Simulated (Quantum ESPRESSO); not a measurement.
Crystal: NbTe.

```
CELL_PARAMETERS angstrom
3.70297 0.00000 0.00000
-1.85149 3.20687 0.00000
0.00000 0.00000 3.69421
ATOMIC_POSITIONS crystal
Te 0.66667 0.33333 0.00000
Nb 0.00000 0.00000 0.50000
```

The cell comes from a database or a generator and needn't be the stable form of this composition.

Base run:

```yaml
Program: Quantum ESPRESSO 7.5
Functional: PBEsol
Potentials_or_basis: GBRV 1.5 PBEsol
Cutoff: 612 eV
Density_cutoff: 4898 eV
k_mesh: 8 × 8 × 7
Occupations: fermi-dirac, width 0.05 eV
Spin: no spin polarisation
Hubbard_terms: Nb d U = 2 eV
```

Its results: band gap on the k mesh none (metal or under the smearing width); pressure -7.0 GPa.

Q: The run is repeated on the same cell with these changes: hubbard terms from Nb d U = 2 eV to none. What comes out?

A: Band gap on the k mesh none (metal or under the smearing width); pressure -4.7 GPa.

Caveats: U without spin polarisation on a metal has little footing (some runs); the U is typed as a test and isn't derived for this compound (some runs).
